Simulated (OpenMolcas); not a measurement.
**W³⁺ among point charges: CASSCF and CASPT2 levels and susceptibility**

Aim: the splitting of the states of W³⁺ in the field of 6 point charges, its lowest levels with spin-orbit coupling and its magnetic susceptibility.

Method: state-averaged CASSCF and CASPT2, spin-orbit coupling by RASSI with atomic mean-field integrals. Code: OpenMolcas 26.06.

## 1. The atom as given

| Item | Value |
| --- | --- |
| Species | W³⁺ (tungsten, Z = 74, 71 electrons) |
| Basis | ANO-RCC-VDZP [7s6p4d2f1g], 68 functions |
| Scalar Hamiltonian | DKH2, point nucleus |
| Inactive shells | 1s 2s 2p 3s 3p 3d 4s 4p 4d 4f 5s 5p |
| Active space | 3 electrons in 5 orbitals (5d) |
| Some configurations of this space | 5d3 |
| Orbitals | optimised for each spin and parity, averaged over all roots |

The outer shells:

5d3
```
5d [↑ ][↑ ][↑ ][  ][  ]
```

The ion sits among 6 point charges of -1.1 e arranged as a trigonal antiprism (D3d), 2.1 Å from the ion, with a polar angle of 50.4° against the regular 54.74°.

The work runs as a chain of OpenMolcas steps in one folder; each step below is one input file. Labels, J, g values, rates, χT and fits are worked out afterwards by a script from the matrices that RASSI stores. The input lists half of the charges; inversion (Group=XYZ) makes the rest.

## 2. GATEWAY and SEWARD: basis and integrals

a.inp reads:

```
&GATEWAY
Coord
1

W 0.0 0.0 0.0
Basis=ANO-RCC-VDZP
Group=XYZ
NoMove
AngMom=0.0 0.0 0.0
AMFI
XField
3 Angstrom 0
0.000000 1.617067 1.339811 -1.100000
1.400421 -0.808534 1.339811 -1.100000
1.400421 0.808534 -1.339811 -1.100000
&SEWARD
```

The run is started by

```bash
$ OMP_NUM_THREADS=1 MOLCAS_MEM=1689 MOLCAS_PROJECT=a pymolcas a.inp > a.log
```

The log of the run:

```text
Basis set label: W.ANO-RCC...7S6P4D2F1G.

      Electronic valence basis set:
      ------------------
      Associated Effective Charge  74.000000 au
      Associated Actual Charge     74.000000 au
      Nuclear Model: Point charge

      Shell  nPrim  nBasis  Cartesian Spherical Contaminant
         s      24       7        X
         p      21       6        X
         d      15       4                 X
         f      11       2                 X
         g       4       1                 X
                  Relativistic Douglas-Kroll-Hess integrals:
                    - DKH order of Hamiltonian: 2
                    - DKH order of Properties : 0
                  Atomic mean-field integrals
```

## 3. CASSCF: quartets of even parity, 10 roots

a.inp reads:

```
&RASSCF
FileOrb=start.orb
Symmetry=1
Spin=4
nActEl=3 0 0
Inactive=15 19
Ras2=5 0
CIRoot=10 10 1
SDav=10
CIMx=300
Iter=120 100
PrWF=0.3
OrbListing=Nothing
MaxOrb=0
>>> COPY $Project.JobIph JOB001
```

start.orb holds the contracted functions of the basis, ordered by shell, or the orbitals of the step before.

The log of the run:

```text
Wave function specifications:
      -----------------------------

      Number of closed shell electrons          68
      Number of electrons in active shells       3
      Max number of holes in RAS1 space          0
      Max nr of electrons in RAS3 space          0
      Number of inactive orbitals               34
      Number of active orbitals                  5
      Number of secondary orbitals              29
      Spin quantum number                      1.5
      State symmetry                             1
Orbital specifications:
      -----------------------

      Symmetry species                           1   2
                                                ag  au
      Frozen orbitals                            0   0
      Inactive orbitals                         15  19
      Active orbitals                            5   0
      RAS1 orbitals                              0   0
      RAS2 orbitals                              5   0
      RAS3 orbitals                              0   0
      Secondary orbitals                        16  13
      Deleted orbitals                           0   0
      Number of basis functions                 36  32
      Number of CSFs                            10
      Number of root(s) required                10
      Iter CI   SX   CI       RASSCF       Energy    max ROT     max BLB   max BLB  Level Ln srch  Step   QN
          iter iter root      energy       change     param      element    value   shift minimum  type update
 Nr of preliminary CI iterations:   1
      Total energies have been shifted. Add               -16000.00 au
        1   1    6    0  -130.55941443    0.00E+00   1.40E-01*  19  22 2  1.45E-01*  0.35   0.00    SX    NO
        2   1    6    0  -130.63483178   -7.54E-02*  3.22E-02   16  32 2 -1.34E-01*  0.40   0.00    SX    NO
        3   1    6    0  -130.64157194   -6.74E-03* -2.02E-02   10  26 2  9.55E-02*  0.38   0.00    SX    NO
        4   1    6    0  -130.64408746   -2.52E-03*  1.68E-02   13  29 2 -7.36E-02*  0.40   0.00    SX    NO
        5   1    6    0  -130.64544014   -1.35E-03*  6.97E-03   10  26 2  5.75E-02*  0.39   0.57    LS   YES
        6   1    5    0  -130.64713805   -1.70E-03* -1.25E-02   18  21 1  4.11E-03*  0.39   1.03    QN   YES
        7   1    5    0  -130.64725006   -1.12E-04* -1.80E-02   18  21 1  2.92E-03*  0.39   2.50    LS   YES
        8   1    5    0  -130.64733434   -8.43E-05*  1.14E-02   13  29 2 -1.93E-03*  0.39   1.43    QN   YES
        9   1    5    0  -130.64735836   -2.40E-05*  2.09E-03   19  25 2 -6.46E-04*  0.39   1.23    QN   YES
       10   1    4    0  -130.64736049   -2.13E-06*  1.61E-04   19  25 2 -1.70E-04*  0.39   1.17    QN   YES
       11   1    4    0  -130.64736059   -9.54E-08* -7.99E-05   17  20 2  2.02E-05   0.39   1.09    QN   YES
       12   1    3    0  -130.64736059   -1.58E-09   1.27E-05   18  24 2  3.38E-06   0.39   1.13    QN   YES
      Convergence after 12 iterations
       13   1    3    0  -130.64736059   -7.09E-11   1.27E-05   18  24 2  1.08E-06   0.39   1.13    QN   YES
      Natural orbitals and occupation numbers for root  1
      sym 1:   0.998383   0.998383   1.000000   0.001617   0.001617
      Natural orbitals and occupation numbers for root  2
      sym 1:   0.192431   1.000000   0.807569   0.192431   0.807569
      Natural orbitals and occupation numbers for root  3
      sym 1:   0.192430   1.000000   0.807570   0.807570   0.192430
::    RASSCF root number  1 Total energy: -16130.71280197
::    RASSCF root number  2 Total energy: -16130.67390946
::    RASSCF root number  3 Total energy: -16130.67390945
::    RASSCF root number  4 Total energy: -16130.66662092
::    RASSCF root number  5 Total energy: -16130.65122436
::    RASSCF root number  6 Total energy: -16130.64190363
::    RASSCF root number  7 Total energy: -16130.64190362
::    RASSCF root number  8 Total energy: -16130.61307596
::    RASSCF root number  9 Total energy: -16130.61307590
::    RASSCF root number 10 Total energy: -16130.58518062
```

## 4. Reference wave functions, doublets of even parity, 40 roots

a.inp reads:

```
&RASSCF
FileOrb=start.orb
Symmetry=1
Spin=2
nActEl=3 0 0
Inactive=15 19
Ras2=5 0
CIRoot=40 40 1
SDav=40
CIMx=300
Iter=120 100
PrWF=0.3
OrbListing=Nothing
MaxOrb=0
>>> COPY $Project.JobIph JOB002
```

The log of the run:

```text
Wave function specifications:
      -----------------------------

      Number of closed shell electrons          68
      Number of electrons in active shells       3
      Max number of holes in RAS1 space          0
      Max nr of electrons in RAS3 space          0
      Number of inactive orbitals               34
      Number of active orbitals                  5
      Number of secondary orbitals              29
      Spin quantum number                      0.5
      State symmetry                             1
Orbital specifications:
      -----------------------

      Symmetry species                           1   2
                                                ag  au
      Frozen orbitals                            0   0
      Inactive orbitals                         15  19
      Active orbitals                            5   0
      RAS1 orbitals                              0   0
      RAS2 orbitals                              5   0
      RAS3 orbitals                              0   0
      Secondary orbitals                        16  13
      Deleted orbitals                           0   0
      Number of basis functions                 36  32
      Number of CSFs                            40
      Number of root(s) required                40
      Iter CI   SX   CI       RASSCF       Energy    max ROT     max BLB   max BLB  Level Ln srch  Step   QN
          iter iter root      energy       change     param      element    value   shift minimum  type update
 Nr of preliminary CI iterations:   1
      Total energies have been shifted. Add               -16000.00 au
        1   1    6    0  -130.57110457    0.00E+00  -7.28E-03   20  24 1  5.48E-03*  0.38   0.00    SX    NO
        2   1    6    0  -130.57152719   -4.23E-04* -1.27E-03   17  23 2 -4.81E-03*  0.38   0.00    SX    NO
        3   1    5    0  -130.57155584   -2.86E-05*  6.39E-04   11  32 2 -3.02E-03*  0.38   0.00    SX    NO
        4   1    5    0  -130.57156030   -4.46E-06*  2.74E-04   11  32 2  2.36E-03*  0.38   0.00    SX    NO
        5   1    5    0  -130.57156182   -1.52E-06*  1.16E-04   11  32 2 -1.85E-03*  0.38   0.58    LS   YES
        6   1    4    0  -130.57156357   -1.75E-06* -2.36E-04   19  22 2  1.45E-04*  0.38   1.00    QN   YES
        7   1    4    0  -130.57156372   -1.53E-07* -1.69E-04   19  22 2  4.79E-05   0.38   1.72    LS   YES
        8   1    4    0  -130.57156375   -3.22E-08*  8.57E-05   18  24 2  3.48E-05   0.38   1.00    QN   YES
        9   1    4    0  -130.57156376   -9.41E-09   1.16E-04   17  20 2 -1.66E-05   0.38   2.18    QN   YES
      Convergence after  9 iterations
       10   1    4    0  -130.57156377   -4.76E-09   1.16E-04   19  25 2 -5.08E-06   0.38   2.18    QN   YES
      Natural orbitals and occupation numbers for root  1
      sym 1:   0.747962   1.235057   0.971088   0.030856   0.015038
      Natural orbitals and occupation numbers for root  2
      sym 1:   0.747828   0.971343   1.234938   0.015046   0.030846
      Natural orbitals and occupation numbers for root  3
      sym 1:   1.014515   0.987225   0.955853   0.017549   0.024857
::    RASSCF root number  1 Total energy: -16130.65383508
::    RASSCF root number  2 Total energy: -16130.65383508
::    RASSCF root number  3 Total energy: -16130.64956251
::    RASSCF root number  4 Total energy: -16130.64956251
::    RASSCF root number  5 Total energy: -16130.64096514
::    RASSCF root number  6 Total energy: -16130.62947839
::    RASSCF root number  7 Total energy: -16130.62418376
::    RASSCF root number  8 Total energy: -16130.62418375
::    RASSCF root number  9 Total energy: -16130.61980129
::    RASSCF root number 10 Total energy: -16130.61264000
::    RASSCF root number 11 Total energy: -16130.61263998
::    RASSCF root number 12 Total energy: -16130.60952927
::    RASSCF root number 13 Total energy: -16130.60952925
::    RASSCF root number 14 Total energy: -16130.60773067
::    RASSCF root number 15 Total energy: -16130.60415061
::    RASSCF root number 16 Total energy: -16130.59449734
::    RASSCF root number 17 Total energy: -16130.59449731
::    RASSCF root number 18 Total energy: -16130.58608901
::    RASSCF root number 19 Total energy: -16130.58608899
::    RASSCF root number 20 Total energy: -16130.58446935
::    RASSCF root number 21 Total energy: -16130.57445819
::    RASSCF root number 22 Total energy: -16130.57445817
::    RASSCF root number 23 Total energy: -16130.56620144
::    RASSCF root number 24 Total energy: -16130.56620143
::    RASSCF root number 25 Total energy: -16130.56127855
::    RASSCF root number 26 Total energy: -16130.55772731
::    RASSCF root number 27 Total energy: -16130.55054815
::    RASSCF root number 28 Total energy: -16130.55013089
::    RASSCF root number 29 Total energy: -16130.54730608
::    RASSCF root number 30 Total energy: -16130.54730606
```

## 5. State interaction with spin-orbit coupling

a.inp reads:

```
&RASSI
NrOfJobIphs=2 10 40
1 2 3 4 5 6 7 8 9 10
1 2 3 4 5 6 7 8 9 10 11 12 13 14 15 16 17 18 19 20 21 22 23 24 25 26 27
28 29 30 31 32 33 34 35 36 37 38 39 40
IphNames
JOB001
JOB002
EJob
SpinOrbit
DIPRint=1.0
SOCoupling=1000.0
Subsets=2
Property=9
'ANGMOM' 1 'ANGMOM' 2 'ANGMOM' 3 'MLTPL  1' 1 'MLTPL  1' 2 'MLTPL  1' 3
'AMFI' 1 'AMFI' 2 'AMFI' 3
SOProperty=3
'ANGMOM' 1 'ANGMOM' 2 'ANGMOM' 3
```

The log of the run:

```text
SPIN-FREE ENERGIES:
  (Shifted by EMIN (a.u.) =     -16130.7128019692)

 SF State       Relative EMIN(au)   Rel lowest level(eV)    D:o, cm**(-1)      L_eff

     1             0.0000000000        0.0000000000              0.0000         3.0
     2             0.0388925107        1.0583191310           8535.9195         2.9
     3             0.0388925204        1.0583193941           8535.9216         2.9
     4             0.0461810443        1.2566502349          10135.5677         3.0
    11             0.0589668865        1.6045707235          12941.7357         3.7
    12             0.0589668876        1.6045707548          12941.7359         3.7
     5             0.0615776126        1.6756122006          13514.7238         2.8
    13             0.0632394575        1.7208333046          13879.4566         4.2
    14             0.0632394635        1.7208334660          13879.4579         4.2
     6             0.0708983390        1.9292420854          15560.3868         2.7
     7             0.0708983479        1.9292423302          15560.3888         2.7
    15             0.0718368324        1.9547797926          15766.3623         3.9
    16             0.0833235752        2.2673499893          18287.4110         3.4
    17             0.0886182120        2.4114243961          19449.4494         3.7
    18             0.0886182211        2.4114246419          19449.4514         3.7
    19             0.0930006815        2.5306774667          20411.2903         4.0
     8             0.0997260120        2.7136830310          21887.3297         1.6
     9             0.0997260685        2.7136845690          21887.3421         1.6
    20             0.1001619709        2.7255460774          21983.0116         3.9
    21             0.1001619847        2.7255464523          21983.0147         3.9
    22             0.1032727020        2.8101933830          22665.7382         4.2
    23             0.1032727241        2.8101939834          22665.7430         4.2
    24             0.1050713016        2.8591357719          23060.4852         4.0
    25             0.1086513598        2.9565541170          23846.2171         4.6
    26             0.1183046327        3.2192330548          25964.8656         4.2
    27             0.1183046602        3.2192338029          25964.8717         4.2
    28             0.1267129625        3.4480353653          27810.2807         3.2
    29             0.1267129840        3.4480359498          27810.2855         3.2
    10             0.1276213515        3.4727538883          28009.6491         1.5
    30             0.1283326221        3.4921085489          28165.7549         3.7
    31             0.1383437789        3.7645260031          30362.9499         3.8
    32             0.1383437960        3.7645264678          30362.9536         3.8
    33             0.1466005286        3.9892036076          32175.0970         3.8
    34             0.1466005362        3.9892038150          32175.0986         3.8
    35             0.1515234156        4.1231621876          33255.5458         3.2
    36             0.1550746600        4.2197964706          34034.9538         4.3
    37             0.1622538169        4.4151512804          35610.5966         3.1
    38             0.1626710778        4.4265055299          35702.1748         3.2
    39             0.1654958868        4.5033724979          36322.1487         3.6
    40             0.1654959106        4.5033731455          36322.1540         3.6
Eigenvalues of complex Hamiltonian:
   -----------------------------------
  (Shifted by EMIN (a.u.) =     -16130.7128019692)

 SO State       Relative EMIN(au)   Rel lowest level(eV)    D:o, cm**(-1)     J-value

     1            -0.0148561815        0.0000000000              0.0000         2.1
     2            -0.0148561815        0.0000000000              0.0000         2.1
     3            -0.0113951884        0.0941784214            759.6002         2.1
     4            -0.0113951884        0.0941784214            759.6002         2.1
     5             0.0212904969        0.9836012285           7933.2789         2.6
     6             0.0212904969        0.9836012285           7933.2789         2.6
     7             0.0221321180        1.0065029052           8117.9934         2.1
     8             0.0221321180        1.0065029052           8117.9934         2.1
     9             0.0296882473        1.2121156578           9776.3721         2.5
    10             0.0296882473        1.2121156578           9776.3721         2.5
    11             0.0360306150        1.3847002754          11168.3609         2.9
    12             0.0360306150        1.3847002754          11168.3609         2.9
    13             0.0361731316        1.3885783475          11199.6397         3.2
    14             0.0361731316        1.3885783475          11199.6397         3.2
    15             0.0395960247        1.4817200140          11950.8779         2.5
    16             0.0395960247        1.4817200140          11950.8779         2.5
    17             0.0433067277        1.5826933880          12765.2831         2.4
    18             0.0433067277        1.5826933880          12765.2831         2.4
    19             0.0445388291        1.6162205740          13035.6981         2.7
    20             0.0445388291        1.6162205740          13035.6981         2.7
    21             0.0529194932        1.8442700624          14875.0412         2.4
    22             0.0529194932        1.8442700624          14875.0412         2.4
    23             0.0533864534        1.8569766956          14977.5271         2.8
    24             0.0533864534        1.8569766956          14977.5271         2.8
    25             0.0555377794        1.9155172605          15449.6886         2.7
    26             0.0555377794        1.9155172605          15449.6886         2.7
    27             0.0603853465        2.0474262804          16513.6066         2.3
    28             0.0603853465        2.0474262804          16513.6066         2.3
    29             0.0655974709        2.1892554116          17657.5357         3.1
    30             0.0655974709        2.1892554116          17657.5357         3.1
    31             0.0692797898        2.2894564135          18465.7113         3.1
    32             0.0692797898        2.2894564135          18465.7113         3.1
    33             0.0695163227        2.2958928012          18517.6243         2.6
    34             0.0695163227        2.2958928012          18517.6243         2.6
    35             0.0804073128        2.5922517391          20907.9203         2.7
    36             0.0804073128        2.5922517391          20907.9203         2.7
    37             0.0812838771        2.6161042690          21100.3039         2.8
    38             0.0812838771        2.6161042690          21100.3039         2.8
    39             0.0816853522        2.6270289635          21188.4175         2.7
    40             0.0816853522        2.6270289635          21188.4175         2.7
    41             0.0869767761        2.7710159425          22349.7508         2.6
Weights of the five most important spin-orbit-free states for each spin-orbit state.

 SO State  Total energy (au)           Spin-free states, spin, and weights
 -------------------------------------------------------------------------------------------------------
    1        -0.014856       1 1.5  0.7415    2 1.5  0.0841    3 1.5  0.0841   16 0.5  0.0360   17 0.5  0.0052
    2        -0.014856       1 1.5  0.7415    2 1.5  0.0841    3 1.5  0.0841   16 0.5  0.0360   17 0.5  0.0052
    3        -0.011395       1 1.5  0.7969    4 1.5  0.0676    3 1.5  0.0359    2 1.5  0.0359   18 0.5  0.0175
    4        -0.011395       1 1.5  0.7969    4 1.5  0.0676    3 1.5  0.0359    2 1.5  0.0359   18 0.5  0.0175
    5         0.021290       2 1.5  0.2496    3 1.5  0.2496   11 0.5  0.0860   12 0.5  0.0860    1 1.5  0.0847
    6         0.021290       2 1.5  0.2496    3 1.5  0.2496   11 0.5  0.0860   12 0.5  0.0860    1 1.5  0.0847
    7         0.022132       4 1.5  0.2672    5 1.5  0.1384    3 1.5  0.1231    2 1.5  0.1231    1 1.5  0.0594
    8         0.022132       4 1.5  0.2672    5 1.5  0.1384    3 1.5  0.1231    2 1.5  0.1231    1 1.5  0.0594
    9         0.029688       2 1.5  0.3576    3 1.5  0.3576    4 1.5  0.1296    5 1.5  0.0482    6 1.5  0.0229
   10         0.029688       2 1.5  0.3576    3 1.5  0.3576    4 1.5  0.1296    5 1.5  0.0482    6 1.5  0.0229
   11         0.036031       3 1.5  0.2292    2 1.5  0.2292    4 1.5  0.2066    5 1.5  0.1069    1 1.5  0.0998
   12         0.036031       3 1.5  0.2292    2 1.5  0.2292    4 1.5  0.2066    5 1.5  0.1069    1 1.5  0.0998
```

These steps: 9.5 s of run time, 1 thread of Arm Neoverse V2, shared host.

States without spin-orbit coupling:

```csv
state,degeneracy,E (cm-1),free-ion L (%)
4A2,1,0,F (98)
4E,2,8536,F (98)
4A1,1,10136,F (100)
2E,2,12942,G (54)
4A2,1,13515,F (84)
2E,2,13879,G (52)
4E,2,15560,F (79)
2A2,1,15766,G (51)
2A1,1,18287,D (45)
2E,2,19449,D (42)
2A1,1,20411,G (93)
4E,2,21887,P (77)
2E,2,21983,H (49)
2E,2,22666,G (62)
2A2,1,23060,H (48)
2A1,1,23846,H (57)
2E,2,25965,H (63)
2E,2,27810,P (46)
4A2,1,28010,P (83)
2A2,1,28166,H (46)
2E,2,30363,H (42)
2E,2,32175,G (34)
2A1,1,33256,D (56)
2A2,1,34035,H (61)
```

With spin-orbit coupling:

```tsv
E (cm-1)	Degeneracy	Label	2S+1	g
0.0	2	E1/2	4	1.51 1.68 1.68
759.6	2	E3/2	4	0.00 0.00 3.69
7933	2	E1/2	4	0.39 0.39 2.24
8118	2	E3/2	4	0.00 0.00 1.31
9776	2	E1/2	4	0.68 1.29 1.29
11168	2	E3/2	4	0.00 0.00 2.50
11200	2	E1/2	4	2.38 2.38 2.96
11951	2	E1/2	4	1.65 2.48 2.48
12765	2	E3/2	2	0.00 0.00 5.50
13036	2	E1/2	2	0.31 0.31 3.06
14875	2	E1/2	4	0.14 0.14 0.62
14978	2	E3/2	2	0.00 0.00 0.80
15450	2	E1/2	4	0.12 0.28 0.28
16514	2	E1/2	2	0.25 0.25 1.51
17658	2	E1/2	4	1.82 1.82 3.02
18466	2	E1/2	4	2.09 2.55 2.55
18518	2	E3/2	4	0.00 0.00 3.30
20908	2	E3/2	4	0.00 0.00 4.63
21100	2	E1/2	4	1.29 2.28 2.28
21188	2	E1/2	4	1.06 1.06 1.12
22350	2	E1/2	2	0.25 0.25 2.85
22658	2	E3/2	4	0.00 0.00 2.32
23454	2	E3/2	2	0.00 0.00 1.45
23582	2	E1/2	2	0.33 0.33 0.94
```

The table of states holds 24 of 33 computed; the rest, higher up, is left out. Principal g values are given for doublets only; a zero marks a field direction without first-order Zeeman splitting.

Powder χT (cm³ K/mol): 0.25 at 2 K, 0.25 at 5 K, 0.25 at 10 K, 0.26 at 20 K, 0.27 at 50 K, 0.30 at 100 K, 0.32 at 150 K, 0.35 at 200 K, 0.37 at 250 K, 0.40 at 300 K.

(Part 1 of 2 ends here.)
